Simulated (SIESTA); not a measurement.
NiMoIrPdW:

```
CELL_PARAMETERS angstrom
4.11705 0.00000 0.00000
-2.05853 3.56547 0.00000
0.00000 0.00000 5.44580
ATOMIC_POSITIONS crystal
Ni 0.00000 0.00000 0.95775
Mo 0.66667 0.33333 0.96161
Pd 0.66667 0.33333 0.46295
Ir 0.33333 0.66667 0.72572
W 0.33333 0.66667 0.23642
```

The cell was built by a generator and needn't be a form met in nature.

Base run:

| Item | Value |
| --- | --- |
| Program | SIESTA 5.4.2 |
| Functional | RPBE |
| Potentials or basis | PseudoDojo 0.4 standard (PBE files) |
| Basis | DZP (energy shift 0.003 Ry; two zetas on semicore shells) |
| Grid cutoff | 800 Ry |
| Energy shift | 0.003 Ry |
| k mesh | 8 × 8 × 5 |
| Occupations | fermi-dirac, width 0.05 eV |
| Spin | collinear spin, ferromagnetic start |
| Starting moments | [1.0, 1.0, 0.0, 0.6, 0.0] μB |

Its results: band gap on the k mesh none (metal or under the smearing width); pressure 6.3 GPa; net moment 0.00 μB per cell; largest force 0.155 eV/Å.

The run is repeated on the same cell with these changes: functional from RPBE to LDA; potentials or basis from PseudoDojo 0.4 standard (PBE files) to PseudoDojo 0.4 standard (LDA files). What comes out?

Band gap on the k mesh none (metal or under the smearing width); pressure -10.5 GPa; net moment 0.00 μB per cell; largest force 0.070 eV/Å.

Caveats: short orbitals over semicore shells can move pressures by several GPa; the valence orbitals were made in a potential fitted to the semicore shell under them, which widens gaps by tenths of an eV or more; the basis of atomic orbitals isn't converged, which shifts pressures, moduli and gaps; the potentials were made for another functional, which shifts forces and pressure (some runs).

Not every run made on this cell is shown here.
